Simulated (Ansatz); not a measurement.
# Au (Gold): the cost of one run

Computed with Ansatz 0.2.0 (DFT PBE, scalar-relativistic, plane waves, PAW, unless a step's input says otherwise).

The COD entry's cell or inner coordinates are ideal or old and differ from later refinements, so a difference from it is no clean test against experiment.

2 further runs of the same task are left out: 2 set aside as unsound or not needed.

### 1 The system as given

The structure is cubic, space group Fm-3m (No. 225). Conventional cell: a = 4.158 Å, b = 4.158 Å, c = 4.158 Å, α = 90.00°, β = 90.00°, γ = 90.00°. Au (site symmetry m-3m) has 12 Au at 2.94 Å as nearest neighbours.

Coordinates:

```xyz
1
Lattice="0.0000 2.0791 2.0791 2.0791 0.0000 2.0791 2.0791 2.0791 0.0000" Properties=species:S:1:pos:R:3 pbc="T T T"
Au    0.0000    0.0000    0.0000
```

This cell was relaxed beforehand with the same method: volume 17.97 Å³/atom, gap on the mesh none (metal).

### 2 The bulk in the cell of the plane

input.yaml

```yaml
crystal:
  lattice:
    - [2.9402300934, 0.0, 0.0]
    - [0.0, 4.1581132746, 0.0]
    - [1.4701150467, 2.0790566373, 1.4701150467]
  atoms:
    - { symbol: Au, position: [0.0, 0.0, 0.0] }
basis:
  ecutwfc: 420
kpoints:
  mp_grid: { grid: [12, 8, 23] }
hamiltonian:
  xc: pbe
scf:
  occupations: { method: gaussian, width: 0.1 }
output:
  forces: true
  stress: true
  eigenvalues: true
```

On the command line:

```sh
ansatz run input.yaml --threads 1 --pin off --max-ram 2560MiB --backend cpu --events-out ev --progress --plain --runs-dir out
```

What time and memory should one allow on 1 thread of Arm Neoverse V1, shared host?

About 16 s, with a peak of 0.5 GiB.
